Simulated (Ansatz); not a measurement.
**F3GaH2O: a ladder of functionals and wavefunction methods**

An exercise on one series of results from a longer session: the logs are not shown, and one member is left open.

Method: functionals in def2-TZVPP, the program's frozen cores in correlated methods; program: Ansatz 0.2.0, Gaussian basis.

Levels to be run: LDA (SPW92), PBE-D4, revPBE-D4, BLYP-D4, r2SCAN-D4, B97M-V, PBE0-D4, B3LYP-D4, r2SCANh-D4, r2SCAN0-D4, HSE06-D4, BHLYP-D4, CAM-B3LYP-D4, LC-ωPBE, ωB97X-V, ωB97M-V, B2PLYP, PBE-QIDH; CCSD(T)/def2-SVP; CCSD(T)/def2-TZVPP; MP2/def2-QZVPP; extrapolation to the limit; RPA on PBE.

## The relaxed structure

An earlier PBE0-D4 in a triple-zeta def2 set relaxation fixed the geometry.

SMILES `[OH2+][Ga-]([F])([F])[F]`, 7 atoms, charge 0, spin multiplicity 1.

Atoms are counted from 1 here; the program's logs count them from 0.

Bond lengths: O1–Ga2 2.043 Å, O1–H6 0.966 Å, O1–H7 0.966 Å, Ga2–F3 1.753 Å, Ga2–F4 1.738 Å, Ga2–F5 1.753 Å. Angles: Ga2–O1–H6 108.7°, Ga2–O1–H7 108.6°, H6–O1–H7 107.8°, O1–Ga2–F3 93.7°, O1–Ga2–F4 106.5°, O1–Ga2–F5 93.7°, F3–Ga2–F4 118.2°, F3–Ga2–F5 118.0°, F4–Ga2–F5 118.2°.

The first run:

File in.yaml:

```yaml
crystal:
  periodic: [false, false, false]
  atoms:
    - {symbol: O, position_ang: [-0.917142, 0.631427, 0.382072]}
    - {symbol: Ga, position_ang: [0.496060, -0.591956, -0.441710]}
    - {symbol: F, position_ang: [0.952924, -1.289512, 1.100068]}
    - {symbol: F, position_ang: [-0.333994, -1.602763, -1.586139]}
    - {symbol: F, position_ang: [1.453454, 0.741424, -1.056461]}
    - {symbol: H, position_ang: [-0.925591, 0.494024, 1.338273]}
    - {symbol: H, position_ang: [-0.664410, 1.549355, 0.218297]}
basis:
  gaussian: {orbitals: def2-TZVPP}
hamiltonian: {xc: lda}
output: {orbitals: {seedname: orbitals}}
```

The run is started by

```console
ansatz run in.yaml --threads 4 --pin off --events-out ev --progress --plain --max-ram 10444MiB
```

Among the steps run: LDA; PBE-D4 (GGA); revPBE-D4 (GGA); BLYP-D4 (GGA); r2SCAN-D4 (meta-GGA); B97M-V (meta-GGA); B3LYP-D4 (hybrid); r2SCANh-D4 (hybrid); r2SCAN0-D4 (hybrid); HSE06-D4 (hybrid); BHLYP-D4 (hybrid); CAM-B3LYP-D4 (range-separated); LC-ωPBE (range-separated); ωB97X-V (range-separated); ωB97M-V (range-separated); B2PLYP (double hybrid); PBE-QIDH (double hybrid).

One table of the session follows, with a row left open; its other results are not shown here.

It belongs to the step «Orbital energies across the functionals». 

```
  functional  HOMO (eV)  gap (eV)
 LDA (SPW92)      -8.94      6.56
      PBE-D4      -8.66      6.55
   revPBE-D4      -8.56      6.57
     BLYP-D4      -8.61      6.44
   r2SCAN-D4      -9.16      7.57
      B97M-V      -9.27      7.37
     PBE0-D4     -10.75      9.60
    B3LYP-D4     -10.45      8.88
  r2SCANh-D4      -9.94      8.68
  r2SCAN0-D4          ?         ?
    HSE06-D4     -10.33      8.82
    BHLYP-D4     -12.84     12.39
CAM-B3LYP-D4     -12.36     12.01
     LC-ωPBE     -13.64     14.76
     ωB97X-V     -13.33     14.23
     ωB97M-V     -13.31     13.82
```

**Question.** Estimate the row for r2SCAN0-D4.

Worked estimate for «HOMO (eV)». Against the share of exact exchange, r2SCAN-D4 (0, -9.16), r2SCANh-D4 (0.1, -9.94) give a slope of -7.80 per unit share; at 0.25 the line stands at -11.11.

The run gave: HOMO (eV): -11.12; gap (eV): 10.33. In «HOMO (eV)» the line misses by +0.01.
